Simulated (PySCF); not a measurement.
# [Eu(NH3)8]3+: forces at shaken geometries

Aim: move all atoms of relaxed [Eu(NH3)8]3+ at random and read energies and forces. The species was built from a template and needn't be a known compound.

The runs use PySCF 2.14.0; BP86, Eu lcecp-1-SVP with ECP52, N def2-SVP, H def2-SVP; scalar-relativistic core potentials, no spin–orbit coupling.

1 further run of the same task is left out (for a known fault of the program). Runs told in other sessions of the task aren't counted.

## 1. Where the work starts

33 atoms, charge 3, spin multiplicity 1.

Bond lengths: Eu1–N2 2.666 Å, Eu1–N6 2.666 Å, Eu1–N10 2.666 Å, Eu1–N14 2.666 Å, Eu1–N18 2.666 Å, Eu1–N22 2.666 Å, Eu1–N26 2.666 Å, Eu1–N30 2.666 Å, N2–H3 1.037 Å, N2–H4 1.036 Å, N2–H5 1.036 Å, N6–H7 1.037 Å, N6–H8 1.036 Å, N6–H9 1.036 Å, N10–H11 1.037 Å, N10–H12 1.036 Å, N10–H13 1.036 Å, N14–H15 1.037 Å and more. Angles: N2–Eu1–N6 72.2°, N2–Eu1–N10 112.9°, N2–Eu1–N14 72.2°, N2–Eu1–N18 79.2°, N2–Eu1–N22 142.6°, N2–Eu1–N26 143.0°, N2–Eu1–N30 79.5°, N6–Eu1–N10 72.2°, N6–Eu1–N14 112.9°, N6–Eu1–N18 79.5°, N6–Eu1–N22 79.2°, N6–Eu1–N26 142.6°, N6–Eu1–N30 143.0°, N10–Eu1–N14 72.2°, N10–Eu1–N18 143.0°, N10–Eu1–N22 79.5°, N10–Eu1–N26 79.2°, N10–Eu1–N30 142.6° and more.

As a file:

```
Eu    0.0000    0.0000    0.0005
N     2.2201    0.0611    1.4746
H     2.0651   -0.0023    2.4976
H     2.8967   -0.7031    1.2981
H     2.8024    0.9128    1.3832
N    -0.0611    2.2201    1.4746
H     0.0023    2.0651    2.4976
H     0.7031    2.8967    1.2981
H    -0.9128    2.8024    1.3832
N    -2.2201   -0.0611    1.4746
H    -2.0651    0.0023    2.4976
H    -2.8967    0.7031    1.2981
H    -2.8024   -0.9128    1.3832
N     0.0611   -2.2201    1.4746
H    -0.0023   -2.0651    2.4976
H    -0.7031   -2.8967    1.2981
H     0.9128   -2.8024    1.3832
N     1.5337    1.6064   -1.4743
H     2.5521    1.5440   -1.2954
H     1.4710    1.4482   -2.4968
H     1.3441    2.6209   -1.3872
N    -1.6064    1.5337   -1.4743
H    -1.5440    2.5521   -1.2954
H    -1.4482    1.4710   -2.4968
H    -2.6209    1.3441   -1.3872
N    -1.5337   -1.6064   -1.4743
H    -2.5521   -1.5440   -1.2954
H    -1.4710   -1.4482   -2.4968
H    -1.3441   -2.6209   -1.3872
N     1.6064   -1.5337   -1.4743
H     1.5440   -2.5521   -1.2954
H     1.4482   -1.4710   -2.4968
H     2.6209   -1.3441   -1.3872
```

Formal oxidation states: Eu +3. Each metal's 6 4f electrons lie in its core potential, so multiplicities, spins and levels count the valence alone. An earlier session relaxed this geometry at BP86, Eu lcecp-1-SVP with ECP52, N def2-SVP, H def2-SVP (singlet, point group S8).

Its energy there is -486.858238 Eh.

## 2. Atoms moved at random, σ = 0.1 Å

Contents of run.py (the lines that set the calculation):

```python
mol = gto.M(atom='''
Eu    -0.01223     0.09707     0.04431
N      2.21404     0.04734     1.28512
H      1.92017    -0.00151     2.46981
H      2.74489    -0.70488     1.20305
H      2.81622     0.81174     1.55245
N     -0.09103     2.28611     1.57870
H      0.05854     1.91950     2.39759
H      0.62039     2.81363     1.27034
H     -0.98104     2.72806     1.49660
N     -2.31376    -0.03017     1.39503
H     -2.01481    -0.25489     2.48634
H     -2.85061     0.80285     1.47000
H     -2.97258    -1.15247     1.28086
N      0.07721    -2.15695     1.55845
H      0.22598    -2.13462     2.49524
H     -0.64338    -2.80460     1.23712
H      0.91873    -2.92097     1.32757
N      1.40580     1.77126    -1.38547
H      2.64535     1.61412    -1.28967
H      1.28622     1.66907    -2.27454
H      1.40949     2.65095    -1.52663
N     -1.62471     1.40696    -1.45559
H     -1.48611     2.72375    -1.32051
H     -1.37464     1.47723    -2.48744
H     -2.61975     1.32978    -1.40187
N     -1.57955    -1.58789    -1.49250
H     -2.48419    -1.70025    -1.25822
H     -1.32858    -1.41501    -2.48643
H     -1.38819    -2.65984    -1.47986
N      1.74619    -1.63946    -1.44109
H      1.56901    -2.42743    -1.30702
H      1.49393    -1.25433    -2.56087
H      2.61300    -1.30416    -1.38087''',
    basis={'Eu': 'lcecp-1-SVP', 'N': 'def2-SVP', 'H': 'def2-SVP'},
    ecp={'Eu': 'lcecp-1-SVP'},
    charge=3, spin=0)
mf = dft.RKS(mol, xc='B88,P86')
mf.grids.atom_grid = (50, 194)  # f atoms: unpruned, at least (60, 302)
mf = mf.density_fit()  # fitting sets: Eu AutoAux, N def2-universal-JKFIT, H def2-universal-JKFIT
mf.conv_tol = 1e-08; mf.max_cycle = 55
mf.kernel(dm0)  # dm0: the density of the relaxed state
```

The run is started by

```
$ OMP_NUM_THREADS=8 python run.py
```

The program printed:

```text
init E= -486.045674519389
  HOMO = -0.745320740773001  LUMO = -0.56179016317556  gap/eV = 4.99412
cycle= 1 E= -486.438157837906  delta_E= -0.392  |g|= 0.472  |ddm|= 1.18
  HOMO = -0.581168092692398  LUMO = -0.426978085115564  gap/eV = 4.19572
cycle= 2 E= -486.302670862358  delta_E= 0.135  |g|= 0.896  |ddm|=  1.2
  HOMO = -0.649478635745787  LUMO = -0.446334227533582  gap/eV = 5.52784
cycle= 3 E= -486.489359258979  delta_E= -0.187  |g|= 0.121  |ddm|= 0.805
  HOMO = -0.654201124881386  LUMO = -0.451937204510427  gap/eV = 5.50388
cycle= 4 E= -486.492799068619  delta_E= -0.00344  |g|= 0.0364  |ddm|= 0.132
  HOMO = -0.652534022736491  LUMO = -0.451551018682148  gap/eV = 5.46903
cycle= 5 E= -486.493072165212  delta_E= -0.000273  |g|= 0.00997  |ddm|= 0.0361
  HOMO = -0.652860767831734  LUMO = -0.451401639020423  gap/eV = 5.48198
cycle= 6 E= -486.493094795969  delta_E= -2.26e-05  |g|= 0.00188  |ddm|= 0.00991
  HOMO = -0.652926377325404  LUMO = -0.451627823372103  gap/eV = 5.47761
cycle= 7 E= -486.493095721673  delta_E= -9.26e-07  |g|= 0.000769  |ddm|= 0.00279
  HOMO = -0.652941384156274  LUMO = -0.451611568681672  gap/eV = 5.47846
cycle= 8 E= -486.493095857478  delta_E= -1.36e-07  |g|= 0.00023  |ddm|= 0.000796
  HOMO = -0.652933093705987  LUMO = -0.451595385578678  gap/eV = 5.47868
cycle= 9 E= -486.493095867536  delta_E= -1.01e-08  |g|= 6.71e-05  |ddm|= 0.00028
  HOMO = -0.652936214087031  LUMO = -0.451602174720696  gap/eV = 5.47858
cycle= 10 E= -486.493095868698  delta_E= -1.16e-09  |g|= 2.91e-05  |ddm|= 9.53e-05
  HOMO = -0.652936005865067  LUMO = -0.45160239023669  gap/eV = 5.47857
Extra cycle  E= -486.493095868094  delta_E= 6.04e-10  |g|= 5.89e-05  |ddm|= 7.15e-05
converged SCF energy = -486.493095868094
```

It took 28 s on 8 threads of Arm Neoverse V1, shared host.

Read off: E = -486.493096 Eh (+9.936 eV from the relaxed state), HOMO -17.77 eV, LUMO -12.29 eV, Mulliken charge on Eu1 +0.45 e, largest force component 18.934 eV/Å. 

```csv
atom,Fx,Fy,Fz (eV/Å)
Eu1,-0.477,-0.774,-0.234
N2,-5.335,4.694,5.466
H3,0.544,-0.563,-3.679
H4,3.834,-5.124,-0.578
H5,1.254,1.105,-0.809
N6,-3.668,-1.966,-5.675
H7,1.076,-2.237,6.873
H8,3.632,3.232,-1.308
H9,-1.001,0.953,0.219
N10,1.233,-6.591,2.699
H11,-0.866,0.914,-2.842
H12,-1.905,0.989,0.071
H13,1.734,4.732,0.190
N14,3.029,-2.171,-5.925
H15,-0.328,-0.063,4.686
H16,-1.025,-0.114,0.799
H17,-1.792,2.413,0.345
N18,5.599,-7.899,8.255
H19,-4.395,0.458,-0.369
H20,-0.974,-2.760,-8.512
H21,-0.072,10.116,0.474
N22,2.855,5.565,-0.655
H23,-0.700,-4.614,-0.145
H24,-0.610,-0.532,0.767
H25,-1.658,-0.158,-0.122
N26,6.272,-2.239,-0.509
H27,-5.291,0.589,0.274
H28,-1.189,0.230,0.126
H29,0.452,1.495,0.147
N30,-3.080,18.934,-6.871
H31,-3.209,-17.465,2.340
H32,0.690,-2.125,3.749
H33,5.369,0.975,0.755
```

## 3. Atoms moved at random, σ = 0.06 Å

Contents of run.py (the lines that set the calculation):

```python
mol = gto.M(atom='''
Eu     0.01905     0.07966     0.00174
N      2.15711     0.11651     1.42673
H      2.04604    -0.13154     2.47930
H      2.91573    -0.76198     1.35547
H      2.77799     0.83175     1.33308
N     -0.05612     2.20958     1.56494
H      0.07970     2.01943     2.52436
H      0.73104     2.85621     1.35835
H     -0.83507     2.83204     1.44432
N     -2.30285    -0.14702     1.39248
H     -2.10905     0.02632     2.52704
H     -2.98820     0.73956     1.36195
H     -2.84497    -0.89140     1.39657
N      0.04173    -2.22274     1.44539
H     -0.03527    -2.15936     2.45663
H     -0.68124    -2.85316     1.31298
H      0.87569    -2.88220     1.50089
N      1.51203     1.59636    -1.55610
H      2.55390     1.45362    -1.32620
H      1.53261     1.50453    -2.49826
H      1.31592     2.60789    -1.44386
N     -1.58705     1.56004    -1.49949
H     -1.62700     2.51952    -1.30262
H     -1.44106     1.50976    -2.42788
H     -2.60616     1.35807    -1.47533
N     -1.56299    -1.51554    -1.49801
H     -2.54684    -1.46618    -1.40590
H     -1.41350    -1.34322    -2.46017
H     -1.32771    -2.66560    -1.42954
N      1.63449    -1.48630    -1.47618
H      1.62120    -2.52298    -1.26424
H      1.47766    -1.42412    -2.50752
H      2.67319    -1.34752    -1.31090''',
    basis={'Eu': 'lcecp-1-SVP', 'N': 'def2-SVP', 'H': 'def2-SVP'},
    ecp={'Eu': 'lcecp-1-SVP'},
    charge=3, spin=0)
mf = dft.RKS(mol, xc='B88,P86')
mf.grids.atom_grid = (50, 194)  # f atoms: unpruned, at least (60, 302)
mf = mf.density_fit()  # fitting sets: Eu AutoAux, N def2-universal-JKFIT, H def2-universal-JKFIT
mf.conv_tol = 1e-08; mf.max_cycle = 55
mf.kernel(dm0)  # dm0: the density of the relaxed state
```

The run is started by

```
$ OMP_NUM_THREADS=8 python run.py
```

The program printed:

```text
init E= -486.722631914881
  HOMO = -0.673435986634691  LUMO = -0.451774000945459  gap/eV = 6.03173
cycle= 1 E= -486.742243510936  delta_E= -0.0196  |g|= 0.21  |ddm|= 0.607
  HOMO = -0.656648961534666  LUMO = -0.440096376649299  gap/eV = 5.89270
cycle= 2 E= -486.733269995926  delta_E= 0.00897  |g|=  0.3  |ddm|= 0.496
  HOMO = -0.67241515166564  LUMO = -0.440897039412151  gap/eV = 6.29993
cycle= 3 E= -486.752940060145  delta_E= -0.0197  |g|= 0.063  |ddm|= 0.284
  HOMO = -0.670954161712129  LUMO = -0.44087627902316  gap/eV = 6.26074
cycle= 4 E= -486.75384562669  delta_E= -0.000906  |g|= 0.00973  |ddm|= 0.0596
  HOMO = -0.671525358130172  LUMO = -0.441168787011454  gap/eV = 6.26832
cycle= 5 E= -486.753864094161  delta_E= -1.85e-05  |g|= 0.0041  |ddm|= 0.0107
  HOMO = -0.671512571560734  LUMO = -0.441130518815877  gap/eV = 6.26901
cycle= 6 E= -486.753867685101  delta_E= -3.59e-06  |g|= 0.000795  |ddm|= 0.00378
  HOMO = -0.671502155612938  LUMO = -0.441097450361305  gap/eV = 6.26963
cycle= 7 E= -486.753867844803  delta_E= -1.6e-07  |g|= 0.000214  |ddm|= 0.000909
  HOMO = -0.671507791303776  LUMO = -0.441109379879498  gap/eV = 6.26946
cycle= 8 E= -486.753867853786  delta_E= -8.98e-09  |g|= 8.72e-05  |ddm|= 0.000242
  HOMO = -0.671507087328562  LUMO = -0.441110337360914  gap/eV = 6.26941
Extra cycle  E= -486.753867849535  delta_E= 4.25e-09  |g|= 0.000164  |ddm|= 0.0002
converged SCF energy = -486.753867849535
```

It took 26 s on 8 threads of Arm Neoverse V1, shared host.

Result: E = -486.753868 Eh (+2.840 eV from the relaxed state), HOMO -18.27 eV, LUMO -12.00 eV, Mulliken charge on Eu1 +0.57 e, largest force component 8.669 eV/Å. 

```csv
atom,Fx,Fy,Fz (eV/Å)
Eu1,-0.659,-0.836,-0.260
N2,-0.266,-7.140,1.965
H3,-0.117,1.373,-1.306
H4,-2.057,2.227,-0.610
H5,2.710,3.601,0.135
N6,1.308,-0.117,-2.518
H7,-0.124,-0.272,2.208
H8,0.062,-0.145,-0.008
H9,-1.253,0.627,0.289
N10,3.364,8.669,3.678
H11,-0.288,-0.959,-3.071
H12,1.230,-2.214,-0.524
H13,-4.080,-5.328,-0.084
N14,3.421,0.890,0.611
H15,-0.297,0.841,1.139
H16,-2.620,-2.159,-1.037
H17,-0.517,0.576,-0.774
N18,1.331,0.295,4.845
H19,-1.372,0.551,-0.117
H20,-0.210,-0.707,-4.815
H21,0.324,0.012,0.174
N22,-1.507,-2.008,4.321
H23,0.286,2.689,0.491
H24,1.191,-0.188,-5.090
H25,0.043,-0.371,0.311
N26,2.815,-3.799,1.991
H27,-2.093,-0.030,0.377
H28,0.352,0.310,-2.173
H29,-0.890,3.554,-0.187
N30,0.877,-0.837,0.547
H31,-0.460,0.702,-0.337
H32,0.356,-0.120,0.373
H33,-0.861,0.312,-0.544
```

## 4. Atoms moved at random, σ = 0.03 Å

Contents of run.py (the lines that set the calculation):

```python
mol = gto.M(atom='''
Eu     0.04001     0.02313     0.03782
N      2.22025     0.07899     1.48801
H      2.10593    -0.00877     2.47788
H      2.85750    -0.71272     1.32412
H      2.82464     0.88523     1.33272
N     -0.05682     2.23809     1.48605
H      0.00909     1.99795     2.50299
H      0.68898     2.88761     1.30335
H     -0.91737     2.80302     1.44278
N     -2.22162    -0.07913     1.45925
H     -2.04382    -0.03956     2.49883
H     -2.91159     0.75313     1.29269
H     -2.76739    -0.93458     1.36396
N      0.05448    -2.26138     1.47015
H      0.01819    -2.01424     2.47983
H     -0.70817    -2.88172     1.28226
H      0.96291    -2.76486     1.40285
N      1.53764     1.57956    -1.51863
H      2.54854     1.52563    -1.30871
H      1.46068     1.39085    -2.47982
H      1.31131     2.64924    -1.39535
N     -1.61011     1.55093    -1.42814
H     -1.58219     2.58964    -1.29125
H     -1.50513     1.48829    -2.52684
H     -2.56679     1.31483    -1.44248
N     -1.58378    -1.63659    -1.52263
H     -2.58331    -1.49855    -1.32440
H     -1.50472    -1.44236    -2.46538
H     -1.33603    -2.59069    -1.35926
N      1.58968    -1.60515    -1.42600
H      1.57637    -2.50105    -1.27896
H      1.46668    -1.43407    -2.49402
H      2.62597    -1.35067    -1.38366''',
    basis={'Eu': 'lcecp-1-SVP', 'N': 'def2-SVP', 'H': 'def2-SVP'},
    ecp={'Eu': 'lcecp-1-SVP'},
    charge=3, spin=0)
mf = dft.RKS(mol, xc='B88,P86')
mf.grids.atom_grid = (50, 194)  # f atoms: unpruned, at least (60, 302)
mf = mf.density_fit()  # fitting sets: Eu AutoAux, N def2-universal-JKFIT, H def2-universal-JKFIT
mf.conv_tol = 1e-08; mf.max_cycle = 55
mf.kernel(dm0)  # dm0: the density of the relaxed state
```

The run is started by

```
$ OMP_NUM_THREADS=8 python run.py
```

The program printed:

```text
init E= -486.849676051676
  HOMO = -0.65281380915714  LUMO = -0.445210145948728  gap/eV = 5.64918
cycle= 1 E= -486.805819412595  delta_E= 0.0439  |g|= 0.105  |ddm|= 0.416
  HOMO = -0.666523798752668  LUMO = -0.441412987680973  gap/eV = 6.12558
cycle= 2 E= -486.804110026286  delta_E= 0.00171  |g|= 0.142  |ddm|= 0.247
  HOMO = -0.661011788482364  LUMO = -0.443881964472375  gap/eV = 5.90840
cycle= 3 E= -486.808522142034  delta_E= -0.00441  |g|= 0.0334  |ddm|= 0.142
  HOMO = -0.661854383458028  LUMO = -0.444322813353383  gap/eV = 5.91934
cycle= 4 E= -486.80876169671  delta_E= -0.00024  |g|= 0.00406  |ddm|= 0.0297
  HOMO = -0.66201148371603  LUMO = -0.444178337464095  gap/eV = 5.92754
cycle= 5 E= -486.808765151916  delta_E= -3.46e-06  |g|= 0.0017  |ddm|= 0.00507
  HOMO = -0.6618290808152  LUMO = -0.444197153624728  gap/eV = 5.92207
cycle= 6 E= -486.80876572658  delta_E= -5.75e-07  |g|= 0.00048  |ddm|= 0.00167
  HOMO = -0.661858056381706  LUMO = -0.444206761442993  gap/eV = 5.92259
cycle= 7 E= -486.80876578225  delta_E= -5.57e-08  |g|= 4.24e-05  |ddm|= 0.000499
  HOMO = -0.66185679524202  LUMO = -0.444203057288826  gap/eV = 5.92266
cycle= 8 E= -486.808765782622  delta_E= -3.72e-10  |g|= 2.11e-05  |ddm|= 6.63e-05
  HOMO = -0.661858553290728  LUMO = -0.444205565256217  gap/eV = 5.92264
Extra cycle  E= -486.808765782407  delta_E= 2.15e-10  |g|= 3.77e-05  |ddm|= 5.31e-05
converged SCF energy = -486.808765782407
```

Run time: 26 s. Hardware: 8 threads of Arm Neoverse V1, shared host.

Result: E = -486.808766 Eh (+1.346 eV from the relaxed state), HOMO -18.01 eV, LUMO -12.09 eV, Mulliken charge on Eu1 +0.46 e, largest force component 8.862 eV/Å. 

```csv
atom,Fx,Fy,Fz (eV/Å)
Eu1,-0.619,-0.344,-0.423
N2,-0.163,-0.636,-1.393
H3,-0.251,0.309,1.656
H4,0.204,-0.232,-0.337
H5,0.346,0.579,0.161
N6,-0.872,-1.303,0.585
H7,0.143,0.299,-0.404
H8,0.909,0.873,-0.020
H9,-0.115,0.146,-0.088
N10,-0.215,2.021,0.535
H11,-0.219,0.067,-0.672
H12,1.075,-1.688,0.329
H13,-0.572,-0.380,-0.166
N14,1.664,1.794,0.423
H15,-0.272,-0.288,-0.171
H16,-0.798,-1.156,-0.080
H17,-0.555,-0.269,-0.139
N18,-0.345,2.262,3.094
H19,0.061,0.080,-0.133
H20,-0.162,-0.239,-2.454
H21,0.492,-2.090,-0.479
N22,2.303,0.642,-2.648
H23,-0.163,-0.483,0.019
H24,0.396,0.196,1.990
H25,-2.468,-0.390,0.674
N26,-0.095,1.566,3.378
H27,-0.151,-0.368,0.132
H28,0.407,0.359,-3.340
H29,0.006,-1.431,-0.019
N30,1.465,8.862,-2.962
H31,-0.261,-7.684,0.965
H32,-0.158,-0.707,1.706
H33,-1.016,-0.368,0.281
```

## 5. The displacements side by side

| σ (Å) | energy rise (eV) | harmonic estimate −½ F·u (eV) | largest force component (eV/Å) |
| --- | --- | --- | --- |
| 0.1 | 9.936 | 9.311 | 18.93 |
| 0.06 | 2.840 | 2.824 | 8.67 |
| 0.03 | 1.346 | 1.401 | 8.86 |

Every displacement raises the energy. For a harmonic well the rise equals −½ F·u; the two differ by at most 6 % here (a move with σ = 0.1 Å), from anharmonicity, the grid and the small forces left at the relaxed point. The largest moves cost over 1 eV, far outside the harmonic range, so agreement there can come from errors that cancel between squeezed and stretched bonds. The bases are small and lack diffuse functions. Spin–orbit coupling is left out. The core potential fixes the 4f count, so no charge can pass from the ligands into that shell.
